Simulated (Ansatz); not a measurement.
**Ga3Se: single point with PBEsol**

Ga3Se:

```xyz
4
Lattice="4.4325 0.0000 0.0000 0.0000 4.4325 0.0000 0.0000 0.0000 4.4325" Properties=species:S:1:pos:R:3 pbc="T T T"
Se    0.0042    0.0104    0.0121
Ga    2.2707    2.1785   -0.0018
Ga    2.2445    0.0052    2.2030
Ga    0.0223    2.2095    2.1762
```

The cell comes from a database or a generator and needn't be the stable form of this composition.

The cell isn't the ideal one: atoms moved at random, drawn with an rms of 0.05 Å.

* Program: Ansatz 0.2.0
* Task: single point
* Functional: PBEsol
* Potentials or basis: all-electron LAPW, scalar-relativistic
* Cutoff: 180 eV (chosen from the basis error)
* Basis error allowed: 0.001 eV/atom
* k mesh: 6 × 6 × 6
* Occupations: fermi-dirac, width 0.05 eV
* Spin: no spin polarisation

| Item | Value |
| --- | --- |
| Pressure | -3.6 GPa |
| Largest force | 0.070 eV/Å |
| Band gap on the k mesh | none (metal or under the smearing width) |

Forces in eV/Å, atoms in the order of the input:
```
Se   0.014 -0.018 -0.017
Ga  -0.032  0.038 -0.049
Ga  -0.023 -0.048  0.029
Ga   0.041  0.028  0.037
```

Levels at points of the mesh, in eV from the Fermi level:
| k point | band 41 | band 42 | band 43 | band 44 | band 45 | band 46 | band 47 | band 48 |
| --- | --- | --- | --- | --- | --- | --- | --- | --- |
| (0.00, 0.00, 0.00) | -3.72 | -2.84 | -2.83 | 1.61 | 1.61 | 1.61 | 4.38 | 4.39 |
| (0.00, 0.00, -0.50) | -2.78 | -2.16 | -1.04 | -0.27 | -0.26 | 1.13 | 3.98 | 4.17 |
| (0.00, -0.50, 0.00) | -2.79 | -2.16 | -1.05 | -0.26 | -0.26 | 1.15 | 3.98 | 4.17 |
| (0.00, -0.50, -0.50) | -2.16 | -0.85 | -0.70 | -0.66 | 1.36 | 1.61 | 1.65 | 1.91 |
| (-0.50, 0.00, 0.00) | -2.78 | -2.16 | -1.04 | -0.27 | -0.26 | 1.14 | 3.98 | 4.17 |
| (-0.50, 0.00, -0.50) | -2.16 | -0.87 | -0.70 | -0.64 | 1.36 | 1.65 | 1.65 | 1.88 |
| (-0.50, -0.50, 0.00) | -2.16 | -0.82 | -0.70 | -0.69 | 1.36 | 1.58 | 1.65 | 1.94 |
| (-0.50, -0.50, -0.50) | -4.85 | -4.83 | -4.74 | -3.48 | 3.97 | 3.97 | 3.97 | 8.52 |

Wall time 67 s on 2 threads of Arm Neoverse V2, with other jobs on the host, peak memory 0.74 GiB.
